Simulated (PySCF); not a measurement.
# LuCl3(NH3): other functionals and bases at one geometry

The task here is to estimate one member of a computed series from the others.

The runs use PySCF 2.14.0; several levels, as the steps say, no spin–orbit coupling.

1 further run of the same task is left out (for a known fault of the program).

## The starting structure

8 atoms, charge 0, spin multiplicity 1.

Bond lengths: Lu1–Cl2 2.438 Å, Lu1–Cl3 2.438 Å, Lu1–Cl4 2.438 Å, Lu1–N5 2.384 Å, N5–H6 1.023 Å, N5–H7 1.023 Å, N5–H8 1.023 Å. Angles: Cl2–Lu1–Cl3 118.9°, Cl2–Lu1–Cl4 118.9°, Cl2–Lu1–N5 95.9°, Cl3–Lu1–Cl4 118.9°, Cl3–Lu1–N5 95.9°, Cl4–Lu1–N5 95.9°, Lu1–N5–H6 112.1°, Lu1–N5–H7 112.1°, Lu1–N5–H8 112.1°, H6–N5–H7 106.7°, H6–N5–H8 106.7°, H7–N5–H8 106.7°.

As a file:

```csv
atom,x (Å),y (Å),z (Å)
Lu1,0.0190,-0.0190,0.0190
Cl2,1.1544,1.8152,1.1544
Cl3,-1.8152,-1.1544,1.1544
Cl4,1.1544,-1.1544,-1.8152
N5,-1.3575,1.3575,-1.3575
H6,-1.9666,1.9666,-0.8062
H7,-0.8062,1.9666,-1.9666
H8,-1.9666,0.8062,-1.9666
```

Formal oxidation states: Lu +3. Each metal's 14 4f electrons lie in its core potential, so multiplicities, spins and levels count the valence alone. An earlier session relaxed this geometry at PBE0, Lu lcecp-1-SVP with ECP60, Cl def2-SVP, N def2-SVP, H def2-SVP (singlet, point group C3v).

At PBE0 on the finer grid: E = -1476.476747 Eh, HOMO -8.45 eV, LUMO -0.98 eV, Mulliken charge on Lu1 +0.74 e, largest force component 0.004 eV/Å. 

Levels to run: revPBE; PBE; PBE0, TZVP. Hardware: 2 threads of Intel Xeon Platinum 8175M at 2.50GHz (Skylake/Cascade Lake), shared host.

The first run:

Contents of run.py (the lines that set the calculation):

```python
mol = gto.M(atom='''
Lu     0.01897    -0.01897     0.01897
Cl     1.15436     1.81523     1.15436
Cl    -1.81523    -1.15436     1.15436
Cl     1.15436    -1.15436    -1.81523
N     -1.35745     1.35745    -1.35745
H     -1.96660     1.96660    -0.80621
H     -0.80621     1.96660    -1.96660
H     -1.96660     0.80621    -1.96660''',
    basis={'Lu': 'lcecp-1-SVP', 'Cl': 'def2-SVP', 'N': 'def2-SVP', 'H': 'def2-SVP'},
    ecp={'Lu': 'lcecp-1-SVP'},
    charge=0, spin=0)
mf = dft.RKS(mol, xc='PBE_R,PBE')
mf.grids.atom_grid = (75, 302)  # f atoms: unpruned, at least (60, 302)
mf = mf.density_fit()  # fitting sets: Lu AutoAux, Cl def2-universal-JKFIT, N def2-universal-JKFIT, H def2-universal-JKFIT
mf.conv_tol = 1e-08; mf.max_cycle = 55
mf.kernel(dm0)  # dm0: the density of the relaxed state
```

Launch:

```sh
> OMP_NUM_THREADS=2 python run.py
```

Among the steps run: revPBE; PBE; PBE0, TZVP.

One of the session's tables, all rows but one given; the rest of the session is left out.

```
              level  HOMO (eV)  gap (eV)  charge on Lu1 (e)  dipole (D)  largest force component (eV/Å)
PBE0 (relaxed here)      -8.45      7.47               0.74        5.65                            0.00
             revPBE      -7.00      5.42               0.61        5.57                            0.23
                PBE          ?         ?                  ?           ?                               ?
         PBE0, TZVP      -8.57      7.42               1.28        5.57                            0.21
```

**Question.** Estimate the row for PBE.

As computed: HOMO (eV): -7.03; gap (eV): 5.35; charge on Lu1 (e): 0.54; dipole (D): 5.59; largest force component (eV/Å): 0.22. In the column «HOMO (eV)» it lies between PBE0 (relaxed here) (-8.45) and revPBE (-7.00).

In one basis the HOMO–LUMO gap runs from 5.35 eV (PBE) to 7.47 eV (PBE0). The largest leftover force, 0.23 eV/Å with revPBE, stands at a geometry relaxed at another level. With 4f in the core, its levels are missing from HOMO and gap, and its count is fixed, so no charge can pass from the ligands into it. Total energies of different levels can't be compared.
